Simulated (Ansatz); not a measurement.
# Li16H: the cost of one run

All numbers below are computed with Ansatz 0.2.0 (DFT PBEsol, plane waves, PAW, scalar-relativistic, no spin polarisation).

### Step 1. Starting point

The cell holds 17 atoms (HLi16): a = 6.980 Å, b = 6.980 Å, c = 6.980 Å, α = 90.00°, β = 90.00°, γ = 90.00°.

Structure file:

```xyz
17
Lattice="6.9800 0.0000 0.0000 0.0000 6.9800 0.0000 0.0000 0.0000 6.9800" Properties=species:S:1:pos:R:3 pbc="T T T"
Li    0.0000    0.0000    0.0000
Li    3.4900    0.0000    0.0000
Li    0.0000    3.4900    0.0000
Li    0.0000    0.0000    3.4900
Li    1.7450    1.7450    1.7450
Li    3.4900    3.4900    0.0000
Li    3.4900    0.0000    3.4900
Li    5.2350    1.7450    1.7450
Li    0.0000    3.4900    3.4900
Li    1.7450    5.2350    1.7450
Li    1.7450    1.7450    5.2350
Li    3.4900    3.4900    3.4900
Li    5.2350    5.2350    1.7450
Li    5.2350    1.7450    5.2350
Li    1.7450    5.2350    5.2350
Li    5.2350    5.2350    5.2350
H     2.5971   -0.0038    1.7466
```

### Step 2. Relaxing the start

Input file input.yaml:

```yaml
accuracy: low
crystal:
  lattice:
    - [6.98, 0.0, 0.0]
    - [0.0, 6.98, 0.0]
    - [0.0, 0.0, 6.98]
  atoms:
    - { symbol: Li, position: [0.0, 0.0, 0.0] }
    - { symbol: Li, position: [0.5, 0.0, 0.0] }
    - { symbol: Li, position: [0.0, 0.5, 0.0] }
    - { symbol: Li, position: [0.0, 0.0, 0.5] }
    - { symbol: Li, position: [0.25, 0.25, 0.25] }
    - { symbol: Li, position: [0.5, 0.5, 0.0] }
    - { symbol: Li, position: [0.5, 0.0, 0.5] }
    - { symbol: Li, position: [0.75, 0.25, 0.25] }
    - { symbol: Li, position: [0.0, 0.5, 0.5] }
    - { symbol: Li, position: [0.25, 0.75, 0.25] }
    - { symbol: Li, position: [0.25, 0.25, 0.75] }
    - { symbol: Li, position: [0.5, 0.5, 0.5] }
    - { symbol: Li, position: [0.75, 0.75, 0.25] }
    - { symbol: Li, position: [0.75, 0.25, 0.75] }
    - { symbol: Li, position: [0.25, 0.75, 0.75] }
    - { symbol: Li, position: [0.75, 0.75, 0.75] }
    - { symbol: H, position: [0.3720744, -0.0005473, 0.2502224] }
basis:
  ecutwfc: 420.0
kpoints:
  mp_grid: { grid: [3, 3, 3] }
hamiltonian:
  xc: pbesol
scf:
  occupations: { method: fermi_dirac, width: 0.15 }
  lower_state_search: "off"
relax:
  f_tol: 0.08
  max_steps: 25
  adjacent_minimum: "off"
```

On the command line:

```
ansatz run input.yaml --threads 1 --pin off --max-ram 3072MiB --backend cpu --events-out ev --progress --plain --runs-dir out
```

**Question.** How long does this run take on 1 thread of Intel Xeon Platinum 8375C at 2.90GHz (Ice Lake), shared host, and how much memory does it need?

About 19 s, with a peak of 0.51 GiB.
